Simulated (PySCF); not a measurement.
# AsO: bond curves at several levels of theory

The task here is to estimate one member of a computed series from the others.

Program: PySCF 2.14.0. Level of theory: As def2-TZVPPD, O def2-TZVPPD, no relativity. These are calculated values, not measurements.

Set-up of the first run:

The job is set up so:

```yaml
atoms: As, O
charge: 0
basis: As def2-TZVPPD, O def2-TZVPPD
Hamiltonian: no relativity
basis_functions: 94
electrons_treated: 41
masses_in_u: 74.9216, 15.9949
levels: PBE0, PBE, r²SCAN, r²SCANh, LDA, M06-L, PBEsol, B3LYP, ωB97X, HF, MP2, SCS-MP2, CCSD, CCSD(T)
grid: 80 radial by 434 angular points
occupations: held fixed by the projection of orbital angular momentum
dissociation_limit: As + O, each in its ground configuration
starting_distance_in_angstrom: 1.775
values_of_2S_to_try: 1, 3, 5
```

Command:

```
$ OMP_NUM_THREADS=2 python dia.py task.json out
```

Among the steps run: The job; PBE0 along the bond; Other states along the same grid; PBE (GGA); r²SCAN (meta-GGA); r²SCANh (hybrid meta-GGA); LDA; M06-L (meta-GGA); PBEsol; B3LYP (global hybrid GGA); ωB97X; UHF; MP2 and coupled cluster.

One table of the session follows, with a row left open; its other results are not shown here.

It belongs to the step «The curves together». Energy (eV) from each level's lowest point:

```
R (Å)    UHF  UHF-MP2  UHF-SCS-MP2  UHF-CCSD  UHF-CCSD(T)
1.393  1.628    2.229        2.197       n/a          n/a
1.458  0.608    1.051        1.025     0.895        1.005
1.523  0.116    0.378        0.361     0.278        0.348
1.571  0.000    0.116        0.108     0.061        0.097
1.620  0.046    0.000        0.000     0.000        0.000
1.669      ?        ?            ?         ?            ?
1.733  0.579    0.137        0.159     0.273        0.176
1.814  1.183    0.454        0.489     0.686        0.511
1.912  2.024    0.982        1.027     1.302        1.021
2.041  3.192    2.023        2.057       n/a          n/a
```

Q: Estimate the row for R (Å) = 1.669 from the others.

Worked estimate for «UHF». A straight line through the neighbours (1.620, 0.046) and (1.733, 0.579) gives 0.046 + (0.579 − 0.046) × (1.669 − 1.620) / (1.733 − 1.620) = 0.277; a parabola fitted to 4 rows on both sides gives 0.229.

As computed: UHF: 0.215; UHF-MP2: 0.002; UHF-SCS-MP2: 0.011; UHF-CCSD: 0.059; UHF-CCSD(T): 0.019. In «UHF» the line misses by +0.062 and the parabola by +0.014.

Caveats from the session: At some levels the lowest empty orbital lies below the highest filled one (the two can be of opposite spin).
